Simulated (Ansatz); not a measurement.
**NaLaS2: a single-point run**

Aim: a sound single-point run of NaLaS2. The structure is shown as the input types it. The cell is built on a prototype (ordering on rocksalt) and needn't be the phase found in nature.

Program: Ansatz 0.2.0. Level of theory: density functional or hybrid calculation with the settings of its input, plane waves (as first typed). These are calculated values, not measurements.

4 further runs of the same task are left out: 2 for a known fault of the program, 2 that didn't finish.

## 1. The starting structure

The structure is trigonal, space group R-3m (No. 166). Conventional cell: a = 4.225 Å, b = 4.225 Å, c = 19.847 Å, α = 90.00°, β = 90.00°, γ = 120.00°. Na (site symmetry -3m) has 6 S at 3.00 Å as nearest neighbours. La (site symmetry -3m) is surrounded by 6 S at 2.90 Å. S (site symmetry 3m) has 3 La at 2.90 Å and 3 Na at 3.00 Å as nearest neighbours.

As a file:

```
CELL_PARAMETERS angstrom
2.11236 1.21957 6.61551
-2.11236 1.21957 6.61551
0.00000 -2.43915 6.61551
ATOMIC_POSITIONS crystal
Na 0.00000 0.00000 0.00000
La 0.50000 0.50000 0.50000
S 0.24557 0.24557 0.24557
S 0.75443 0.75443 0.75443
```

## 2. Input and run

File input.yaml:

```yaml
crystal:
  lattice:
    - [2.1123632128, 1.2195734695, 6.6155059818]
    - [-2.1123632128, 1.2195734695, 6.6155059818]
    - [0.0, -2.4391469391, 6.6155059818]
  atoms:
    - { symbol: Na, position: [1.0, 0.0, 0.0] }
    - { symbol: La, position: [0.5, 0.5, 0.5] }
    - { symbol: S, position: [0.245573066, 0.245573066, 0.245573066] }
    - { symbol: S, position: [0.754426934, 0.754426934, 0.754426934] }
kpoints:
  mp_grid: { grid: [6, 6, 6] }
hamiltonian:
  xc: r2scan
scf:
  occupations: { method: fixed }
  n_extra_bands: 5
output:
  forces: true
  stress: true
  eigenvalues: true
magnetization:
  spin_orbit: true
```

Launch:

```sh
> ansatz run input.yaml --threads 4 --pin off --max-ram 3686MiB --backend cpu --events-out ev --progress --plain --runs-dir out
```

**Question.** How will this run end, and is anything wrong with its input?

Nothing was computed: the input was turned down at the start. It says: «inconsistent input (magnetization.spin_orbit, magnetization.noncollinear): true requires noncollinear: true — spin–orbit coupling acts on 2-spinor wavefunctions; set both flags»

Look at the input: magnetization.spin_orbit is true. The potentials chosen hold no spin-orbit term, or the run isn't non-collinear.

What to do: delete magnetization.spin_orbit (the default then holds).
